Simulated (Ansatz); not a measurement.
# Ti3W2: the cost of one run

Program: Ansatz 0.2.0. Level of theory: DFT PBE, scalar-relativistic, plane waves, PAW. These are calculated values, not measurements.

2 further runs of the same task are left out: 1 that didn't finish, 1 set aside as unsound or not needed. Runs told in other sessions of the task aren't counted.

## (1) The starting structure

It takes space group I4/mmm (No. 139, tetragonal). Conventional cell: a = 3.149 Å, b = 3.149 Å, c = 16.863 Å, α = 90.00°, β = 90.00°, γ = 90.00°. Ti (site symmetry 4/mmm) is surrounded by 12 Ti at 2.87 to 3.15 Å. Ti (site symmetry 4mm) is surrounded by 5 W at 2.76 to 3.17 Å and 8 Ti at 2.87 to 3.15 Å. W (site symmetry 4mm) is surrounded by 4 W at 2.71 Å and 4 Ti at 2.76 Å.

Structure file:

```cif
data_structure
_symmetry_space_group_name_H-M 'I4/mmm'
_symmetry_Int_Tables_number 139
_cell_length_a 3.1493
_cell_length_b 3.1493
_cell_length_c 16.8625
_cell_angle_alpha 90.000
_cell_angle_beta 90.000
_cell_angle_gamma 90.000
_cell_volume 167.24
loop_
_atom_site_label
_atom_site_type_symbol
_atom_site_symmetry_multiplicity
_atom_site_Wyckoff_symbol
_atom_site_fract_x
_atom_site_fract_y
_atom_site_fract_z
_atom_site_occupancy
Ti1 Ti 2 a 0.00000 0.00000 0.00000 1
Ti2 Ti 4 e 0.50000 0.50000 0.10778 1
W1 W 4 e 0.00000 0.00000 0.20441 1
```

The cell was relaxed beforehand at this level, from a generated guess; it is a trial structure. At a tolerance of 0.05 Å it has space group I4/mmm (No. 139); it has 16.72 Å³/atom, an uncorrected energy of +0.02 eV/atom over the elements.

## (2) Electronic structure at the relaxed geometry

File input.yaml:

```yaml
crystal:
  lattice:
    - [-1.5746459, 1.5746459, 8.4312577]
    - [1.5746459, -1.5746459, 8.4312577]
    - [1.5746459, 1.5746459, -8.4312577]
  atoms:
    - { symbol: Ti, position: [0.0, 0.0, 0.0] }
    - { symbol: Ti, position: [0.607777, 0.607777, 0.0] }
    - { symbol: Ti, position: [0.392223, 0.392223, 0.0] }
    - { symbol: W, position: [0.204411, 0.204411, 0.0] }
    - { symbol: W, position: [0.795589, 0.795589, 0.0] }
basis:
  ecutwfc: 420
kpoints:
  mp_grid: { grid: [16, 16, 16] }
  band_path:
    path:
      - [[0.0, 0.0, 0.0], [0.0, 0.0, 0.5], [0.25, 0.25, 0.25], [0.0, 0.5, 0.0], [0.0, 0.0, 0.0], [0.5, 0.5, -0.5], [0.25872009, 0.74127991, -0.25872009]]
      - [[-0.25872009, 0.25872009, 0.25872009], [0.0, 0.0, 0.0]]
      - [[0.0, 0.0, 0.5], [-0.01744019, 0.01744019, 0.5]]
      - [[0.5, 0.5, -0.01744019], [0.5, 0.5, -0.5]]
    npoints: 14
hamiltonian:
  xc: pbe
scf:
  occupations: { method: gaussian, width: 0.1 }
  n_extra_bands: 12
output:
  forces: true
  stress: true
  eigenvalues: true
  populations: true
  dos: { projected: true, de: 0.02, nscf_kmesh: { grid: [20, 20, 20] } }
  bader: true
  write_density: true
  write_potential: true
  elf: true
  volumetric_format: npy
```

Command:

```console
ansatz run input.yaml --threads 1 --pin off --max-ram 3072MiB --backend cpu --events-out ev --progress --plain --runs-dir out
```

Q: Estimate wall time and peak memory on 1 thread of Intel Xeon Platinum 8488C (Sapphire Rapids), shared host.

About 4.9 min, with a peak of 1.6 GiB.
